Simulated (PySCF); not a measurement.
# Solver options tried on BSe2⁻

Do solver options change the result for BSe2⁻, or only the number of cycles?

Program: PySCF 2.14.0. Level of theory: each script names its method and basis. These are calculated values, not measurements.

1 further run of the same task is left out (it didn't finish).

### 1 Starting geometry

BSe2⁻: 3 atoms, charge -1, spin multiplicity 1.

Bond lengths: B1–Se2 1.807 Å, B1–Se3 1.807 Å. Angles: Se2–B1–Se3 180.0°.

### 2 The base run

File input.py:

```python
from pyscf import gto, scf, mp

mol = gto.M(
    atom='B 0 0 0; Se 0 0 1.8074; Se 0 0 -1.8074',
    basis='def2-svp',
    charge=-1,
    spin=0,
    verbose=4,
)
mf = scf.UHF(mol)
mf.kernel()
mp.MP2(mf, frozen=19).kernel()
mf.dip_moment()
print('orbital energies (hartree):', [e[max(0, n-3):n+3].round(4) for e, n in zip(mf.mo_energy, mol.nelec)])
```

The run is started by

```
> OMP_NUM_THREADS=1 python input.py
```

Its log is not repeated here.

Base result: E(SCF) = -4823.882624 Eh, 11 cycles, E(MP2) − E(SCF) = -0.54185 Eh.

The dipole of an ion depends on the origin.

### 3 DIIS space 12

Variant 1 changes DIIS space: default → 12.

input.py: that of step 2 with these lines changed.

```diff
@@ -10,2 +10,3 @@
 mf = scf.UHF(mol)
+mf.diis_space = 12
 mf.kernel()
```

The run is started by

```
> OMP_NUM_THREADS=1 python input.py
```

The log of the run:

```text
PySCF version 2.14.0

[INPUT] verbose = 4
[INPUT] num. atoms = 3
[INPUT] num. electrons = 74
[INPUT] charge = -1
[INPUT] spin (= nelec alpha-beta = 2S) = 0
[INPUT] symmetry False subgroup None
[INPUT] Mole.unit = angstrom
[INPUT] Symbol           X                Y                Z      unit          X                Y                Z       unit  Magmom
[INPUT]  1 B      0.000000000000   0.000000000000   0.000000000000 AA    0.000000000000   0.000000000000   0.000000000000 Bohr   0.0
[INPUT]  2 Se     0.000000000000   0.000000000000   1.807400000000 AA    0.000000000000   0.000000000000   3.415490997539 Bohr   0.0
[INPUT]  3 Se     0.000000000000   0.000000000000  -1.807400000000 AA    0.000000000000   0.000000000000  -3.415490997539 Bohr   0.0

nuclear repulsion = 268.775411986589
number of shells = 30
number of NR pGTOs = 172
number of NR cGTOs = 78
basis = def2-svp
ecp = {}

******** <class 'pyscf.scf.uhf.UHF'> ********
method = UHF
initial guess = minao
damping factor = 0
level_shift factor = 0
DIIS = <class 'pyscf.scf.diis.CDIIS'>
diis_start_cycle = 1
diis_space = 12
diis_damp = 0
SCF conv_tol = 1e-09
SCF conv_tol_grad = None
SCF max_cycles = 50
direct_scf = True
direct_scf_tol = 1e-13
number electrons alpha = 37  beta = 37
Set gradient conv threshold to 3.16228e-05
init E= -4822.30627181643
[... the frontier-level lines of each cycle are left out ...]
cycle= 1 E= -4823.83219193524  delta_E= -1.53  |g|= 0.251  |ddm|= 1.54
cycle= 2 E= -4823.86719596631  delta_E= -0.035  |g|= 0.168  |ddm|= 0.61
cycle= 3 E= -4823.8817760831  delta_E= -0.0146  |g|= 0.0272  |ddm|= 0.216
cycle= 4 E= -4823.88257758335  delta_E= -0.000802  |g|= 0.00617  |ddm|= 0.0548
cycle= 5 E= -4823.88262006878  delta_E= -4.25e-05  |g|= 0.00231  |ddm|= 0.0181
cycle= 6 E= -4823.88262295448  delta_E= -2.89e-06  |g|= 0.000452  |ddm|= 0.00268
cycle= 7 E= -4823.88262333517  delta_E= -3.81e-07  |g|= 0.000215  |ddm|= 0.00131
cycle= 8 E= -4823.88262352188  delta_E= -1.87e-07  |g|= 9.34e-05  |ddm|= 0.001
cycle= 9 E= -4823.88262356941  delta_E= -4.75e-08  |g|= 3.88e-05  |ddm|= 0.000547
cycle= 10 E= -4823.88262357778  delta_E= -8.37e-09  |g|= 9.65e-06  |ddm|= 0.000266
cycle= 11 E= -4823.88262357817  delta_E= -3.9e-10  |g|= 2.94e-06  |ddm|= 5.87e-05
Extra cycle  E= -4823.88262357818  delta_E= -6.37e-12  |g|= 1.77e-06  |ddm|= 6.71e-06
converged SCF energy = -4823.88262357818  <S^2> = 1.0209789e-10  2S+1 = 1

******** <class 'pyscf.mp.ump2.UMP2'> ********
nocc = (np.int64(18), np.int64(18)), nmo = (59, 59)
frozen orbitals 19
E(UMP2) = -4824.42447213006  E_corr = -0.541848551881458
E(SCS-UMP2) = -4824.38222036824  E_corr = -0.499596790069049
E_corr(same-spin) = -0.173794006371577
E_corr(oppo-spin) = -0.36805454550988

WARN: System has nonzero charge -1; the dipole moment is origin-dependent.
Location of origin: [0. 0. 0.]

Dipole moment(X, Y, Z, Debye):  0.00000, -0.00000, -0.00000
orbital energies (hartree): [array([-0.2016, -0.1277, -0.1277,  0.3007,  0.3007,  0.378 ]), array([-0.2016, -0.1277, -0.1277,  0.3007,  0.3007,  0.378 ])]
```

Run time: 3.4 s. Hardware: 1 thread of Arm Neoverse N1, shared host.

This run: E(SCF) = -4823.882624 Eh (no change), 11 cycles, E(MP2) − E(SCF) = -0.54185 Eh.

### 4 Point-group symmetry on

Variant 2 changes point-group symmetry: off → on.

input.py: that of step 2 with these lines changed.

```diff
@@ -7,2 +7,3 @@
     spin=0,
+    symmetry=True,
     verbose=4,
```

The run is started by

```
> OMP_NUM_THREADS=1 python input.py
```

The log of the run:

```text
[lines on the frontier levels of each cycle are left out]
[... 7 set-up lines left out, the same as in an earlier log ...]
[INPUT] symmetry True subgroup None
[... 7 set-up lines left out, the same as in an earlier log ...]
point group symmetry = Dooh
symmetry origin: [0.00000000e+00 0.00000000e+00 9.73346213e-17]
symmetry axis x: [1. 0. 0.]
symmetry axis y: [0. 1. 0.]
symmetry axis z: [0. 0. 1.]
num. orbitals of irrep A1g = 16
num. orbitals of irrep E1gx = 8
num. orbitals of irrep E1gy = 8
num. orbitals of irrep A1u = 14
num. orbitals of irrep E1uy = 9
num. orbitals of irrep E1ux = 9
num. orbitals of irrep E2gx = 4
num. orbitals of irrep E2gy = 4
num. orbitals of irrep E2uy = 3
num. orbitals of irrep E2ux = 3
[... 6 set-up lines left out, the same as in an earlier log ...]
******** <class 'pyscf.scf.uhf_symm.SymAdaptedUHF'> ********
method = SymAdaptedUHF
[... 5 set-up lines left out, the same as in an earlier log ...]
diis_space = 8
[... 7 set-up lines left out, the same as in an earlier log ...]
Freeze 0 electrons in irreps []
    74 free electrons in irreps A1g E1gx E1gy A1u E1uy E1ux E2gx E2gy E2uy E2ux
[... 1 set-up line left out, the same as in an earlier log ...]
init E= -4822.30627181643
cycle= 1 E= -4823.83219193524  delta_E= -1.53  |g|= 0.251  |ddm|= 1.54
cycle= 2 E= -4823.86719596631  delta_E= -0.035  |g|= 0.168  |ddm|= 0.61
cycle= 3 E= -4823.8817760831  delta_E= -0.0146  |g|= 0.0272  |ddm|= 0.216
cycle= 4 E= -4823.88257758335  delta_E= -0.000802  |g|= 0.00617  |ddm|= 0.0548
cycle= 5 E= -4823.88262006879  delta_E= -4.25e-05  |g|= 0.00231  |ddm|= 0.0181
cycle= 6 E= -4823.88262295448  delta_E= -2.89e-06  |g|= 0.000452  |ddm|= 0.00268
cycle= 7 E= -4823.88262333517  delta_E= -3.81e-07  |g|= 0.000215  |ddm|= 0.00131
cycle= 8 E= -4823.88262352188  delta_E= -1.87e-07  |g|= 9.34e-05  |ddm|= 0.001
cycle= 9 E= -4823.88262356941  delta_E= -4.75e-08  |g|= 3.88e-05  |ddm|= 0.000547
cycle= 10 E= -4823.88262357777  delta_E= -8.35e-09  |g|= 9.76e-06  |ddm|= 0.000265
cycle= 11 E= -4823.88262357816  delta_E= -3.99e-10  |g|= 2.89e-06  |ddm|= 5.96e-05
Extra cycle  E= -4823.88262357818  delta_E= -1.46e-11  |g|= 1.78e-06  |ddm|= 6.6e-06
converged SCF energy = -4823.88262357818  <S^2> = 1.0763301e-10  2S+1 = 1

******** <class 'pyscf.mp.ump2.UMP2'> ********
nocc = (np.int64(18), np.int64(18)), nmo = (59, 59)
frozen orbitals 19
E(UMP2) = -4824.42447216396  E_corr = -0.541848585777519
E(SCS-UMP2) = -4824.38222039902  E_corr = -0.49959682084498
E_corr(same-spin) = -0.173794017793895
E_corr(oppo-spin) = -0.368054567983623

WARN: System has nonzero charge -1; the dipole moment is origin-dependent.
Location of origin: [0. 0. 0.]

Dipole moment(X, Y, Z, Debye):  0.00000,  0.00000,  0.00000
orbital energies (hartree): [array([-0.2016, -0.1277, -0.1277,  0.3007,  0.3007,  0.378 ]), array([-0.2016, -0.1277, -0.1277,  0.3007,  0.3007,  0.378 ])]
```

Wall time 3.4 s (1 thread of Arm Neoverse N1, shared host).

This run: E(SCF) = -4823.882624 Eh (no change), 11 cycles, E(MP2) − E(SCF) = -0.54185 Eh.

### 5 Side by side

```csv
run,E(SCF) (hartree),from base (eV),cycles,gap (eV),after the SCF
base,-4823.882624,0,11,11.66,"MP2 correlation -14.744 eV, core frozen"
DIIS space 12,-4823.882624,0.0000,11,11.66,"MP2 correlation -14.744 eV, core frozen"
point-group symmetry on,-4823.882624,0.0000,11,11.66,"MP2 correlation -14.744 eV, core frozen"
```

Wall time on 1 thread of Arm Neoverse N1, shared host, start-up included: base 3.5 s; DIIS space 12 3.4 s; point-group symmetry on 3.4 s.

Distance from each run's final energy (log10 hartree) by cycle:

```csv
run,cycle 1,cycle 2,cycle 3,cycle 5,cycle 8,cycle 12
base,-1.3,-1.8,-3.1,-5.5,-7.2,done
DIIS space 12,-1.3,-1.8,-3.1,-5.5,-7.2,done
point-group symmetry on,-1.3,-1.8,-3.1,-5.5,-7.2,done
```

What this shows: No change of the SCF energy comes from DIIS space 12 or point-group symmetry on. With DIIS space 12, point-group symmetry on the path hardly changes: 11 cycles against 11.
